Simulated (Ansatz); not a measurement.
This script drives the Ansatz DFT code, driven from Python.

`POSCAR`
```text
PdPt
1.0
   1.38340130    0.79870711    4.56036687
  -1.38340130    0.79870711    4.56036687
   0.00000000   -1.59741422    4.56036687
Pd Pt
1 1
Direct
   0.00000000    0.00000000    0.00000000
   0.50000000    0.50000000    0.50000000
```

`pdpt_compress.py`
```python
"""Volume and enthalpy of PdPt against pressure."""

import warnings

import ansatz as az
from ase.io import read
import numpy as np

config = {
    "xc": "PBEsol",
    "mesh": (13, 13, 13),
    "filling": "fermi_dirac",
    "smearing_width": 0.05,
}

def edges_and_angles(cell):
    cell = np.asarray(cell)
    a, b, c = np.linalg.norm(cell, axis=1)
    cosines = cell[1] @ cell[2] / (b * c), cell[0] @ cell[2] / (a * c), cell[0] @ cell[1] / (a * b)
    return (a, b, c, *np.degrees(np.arccos(cosines)))

warnings.simplefilter("ignore", az.DeckWarning)

atoms = read("POSCAR", format="vasp")
structure = az.Crystal.from_ase(atoms)

calc = (
    structure.calculation()
    .functional(config["xc"])
    .pseudopotentials("paw")
    .kpoints(*config["mesh"], center="gamma")
    .occupations(config["filling"], width=config["smearing_width"])
)

# H = F + PV, with 1 GPa A^3 = 1/160.21766 eV
rows = []
for pressure in [0, 10, 20, 30, 40]:
    out = calc.relax(cell=True, pressure=pressure, force_tolerance=0.005, max_steps=60).run(threads=1)
    cell = out.lattice.cell_ang
    n_atoms = len(out.lattice.sites)
    volume = abs(np.linalg.det(cell)) / n_atoms
    enthalpy = out.report["free_energy_ev"] / n_atoms + pressure * volume / 160.21766
    rows.append((pressure, volume, enthalpy, *edges_and_angles(cell)))
    print(f"{pressure} GPa done: {volume:.4f} A^3/atom")

print(" P (GPa)  V (A^3/atom)  H (eV/atom)     a       b       c")
for row in rows:
    print("{:8.1f} {:12.4f} {:14.5f} {:7.4f} {:7.4f} {:7.4f}".format(*row[:6]))
p, v = np.array([row[0] for row in rows], float), np.array([row[1] for row in rows])
print("mean bulk modulus between rows (GPa):", np.round(-np.diff(p) / np.diff(np.log(v)), 1))
```

It is started by `python pdpt_compress.py`. How long does it take on 1 thread of Arm Neoverse V1 (shared host), and how much memory does it need?

It took about 4.2 min, with a peak of 0.57 GiB, for 5 runs of the engine.

```console
$ python pdpt_compress.py
0 GPa done: 14.7531 A^3/atom
10 GPa done: 14.2219 A^3/atom
20 GPa done: 13.7878 A^3/atom
30 GPa done: 13.4253 A^3/atom
40 GPa done: 13.1104 A^3/atom
 P (GPa)  V (A^3/atom)  H (eV/atom)     a       b       c
     0.0      14.7531    -9645.27760  4.7791  4.7791  4.7791
    10.0      14.2219    -9644.37398  4.7171  4.7171  4.7171
    20.0      13.7878    -9643.50023  4.6659  4.6659  4.6659
    30.0      13.4253    -9642.65121  4.6225  4.6225  4.6225
    40.0      13.1104    -9641.82332  4.5844  4.5844  4.5844
mean bulk modulus between rows (GPa): [272.7 322.6 375.3 421.3]
```

The volume falls from 14.75 Å³ an atom at 0 GPa to 13.11 at 40 GPa, by 11.1 %. Between 0 and 10 GPa, -V dP/dV is about 273 GPa, a mean over that step.

Notes:
- Absolute energies stand on the zero of these potentials, so only differences at equal settings mean something.
- At a fixed pressure a relaxation lowers the enthalpy F + PV, while F alone can rise.
- For a metal this k-point mesh is coarse: on a finer one energies can move by several to tens of meV an atom and pressures by half a GPa or more, differences at one mesh by less.
- Spin-orbit coupling, which matters for elements this heavy, is left out.
- This cell is a computed structure, which may not be the phase found in nature.
- Symmetry holds the cell in this phase, whether or not it is the stable one at each pressure.
